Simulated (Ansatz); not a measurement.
# C₂H₈AlNO: up Jacob's ladder to CCSD(T)

One table from this session's results is given with a row withheld; the runs are named, their logs left out.

Method: functionals in def2-TZVPP, the program's frozen cores in correlated methods; program: Ansatz 0.2.0, Gaussian basis.

The runs, in order: LDA (SPW92), PBE-D4, revPBE-D4, BLYP-D4, r2SCAN-D4, B97M-V, PBE0-D4, B3LYP-D4, r2SCANh-D4, r2SCAN0-D4, HSE06-D4, BHLYP-D4, CAM-B3LYP-D4, LC-ωPBE, ωB97X-V, ωB97M-V, B2PLYP, PBE-QIDH; CCSD(T)/def2-SVP; CCSD(T)/def2-TZVPP; MP2/def2-QZVPP; extrapolation to the limit; RPA on PBE.

### The relaxed structure

The geometry comes from an earlier relaxation with PBE0-D4 in a triple-zeta def2 set; it is a stationary point, not always the lowest conformer.

13 atoms, charge 0, spin multiplicity 1.

Atoms are counted from 1 here; the program's logs count them from 0.

Bond lengths: C1–C2 1.529 Å, C1–H6 1.094 Å, C1–H7 1.094 Å, C1–H8 1.094 Å, C2–Al3 1.950 Å, C2–H9 1.097 Å, C2–H10 1.097 Å, Al3–N4 1.772 Å, Al3–O5 1.701 Å, N4–H11 1.006 Å, N4–H12 1.007 Å, O5–H13 0.955 Å. Angles: C2–C1–H6 112.2°, C2–C1–H7 111.7°, C2–C1–H8 111.7°, H6–C1–H7 107.0°, H6–C1–H8 107.0°, H7–C1–H8 106.9°, C1–C2–Al3 115.3°, C1–C2–H9 110.2°, C1–C2–H10 110.2°, Al3–C2–H9 108.0°, Al3–C2–H10 108.0°, H9–C2–H10 104.5°, C2–Al3–N4 120.7°, C2–Al3–O5 118.6°, N4–Al3–O5 120.6°, Al3–N4–H11 126.6°, Al3–N4–H12 123.5°, H11–N4–H12 109.9° and more.

Set-up of the first run:

The input, in.yaml:

```yaml
crystal:
  periodic: [false, false, false]
  atoms:
    - {symbol: C, position_ang: [-1.239462, 0.437734, 1.337055]}
    - {symbol: C, position_ang: [0.101410, 0.927352, 0.788732]}
    - {symbol: Al, position_ang: [0.817071, -0.103324, -0.704228]}
    - {symbol: N, position_ang: [-0.060730, -1.504957, -1.339308]}
    - {symbol: O, position_ang: [2.302678, 0.369838, -1.383865]}
    - {symbol: H, position_ang: [-1.592944, 1.051042, 2.171583]}
    - {symbol: H, position_ang: [-1.176455, -0.591813, 1.701120]}
    - {symbol: H, position_ang: [-2.021123, 0.457432, 0.572157]}
    - {symbol: H, position_ang: [0.854815, 0.938678, 1.585805]}
    - {symbol: H, position_ang: [0.021142, 1.974091, 0.471058]}
    - {symbol: H, position_ang: [0.224898, -2.097021, -2.101417]}
    - {symbol: H, position_ang: [-0.942273, -1.822758, -0.970154]}
    - {symbol: H, position_ang: [2.731573, -0.070995, -2.113837]}
basis:
  gaussian: {orbitals: def2-TZVPP}
hamiltonian: {xc: lda}
output: {orbitals: {seedname: orbitals}}
```

Steps of the session up to this table: LDA; PBE-D4 (GGA); revPBE-D4 (GGA); BLYP-D4 (GGA); r2SCAN-D4 (meta-GGA); B97M-V (meta-GGA); PBE0-D4 (hybrid); B3LYP-D4 (hybrid); r2SCANh-D4 (hybrid); r2SCAN0-D4 (hybrid); HSE06-D4 (hybrid); BHLYP-D4 (hybrid); CAM-B3LYP-D4 (range-separated); LC-ωPBE-D4 (range-separated; the results give it without D4); ωB97X-V (range-separated); ωB97M-V (range-separated); B2PLYP (double hybrid); PBE-QIDH (double hybrid).

One table of the session follows, with a row left open; its other results are not shown here.

It belongs to the step «Frontier levels by functional». 

| functional | HOMO (eV) | gap (eV) |
| --- | --- | --- |
| LDA (SPW92) | -6.03 | 5.17 |
| PBE-D4 | -5.83 | 5.15 |
| revPBE-D4 | -5.76 | 5.19 |
| BLYP-D4 | -5.71 | 5.04 |
| r2SCAN-D4 | -6.14 | 6.01 |
| B97M-V | ? | ? |
| PBE0-D4 | -7.26 | 7.38 |
| B3LYP-D4 | -7.02 | 6.82 |
| r2SCANh-D4 | -6.68 | 6.79 |
| r2SCAN0-D4 | -7.49 | 7.94 |
| HSE06-D4 | -6.85 | 6.61 |
| BHLYP-D4 | -8.61 | 9.35 |
| CAM-B3LYP-D4 | -8.74 | 9.64 |
| LC-ωPBE | -10.20 | 12.38 |
| ωB97X-V | -9.79 | 11.73 |
| ωB97M-V | -9.69 | 11.24 |

**Question.** Estimate the row for B97M-V.

**Answer.** HOMO (eV): -6.17; gap (eV): 5.63. In the column «HOMO (eV)» it lies between r2SCANh-D4 (-6.68) and r2SCAN-D4 (-6.14).
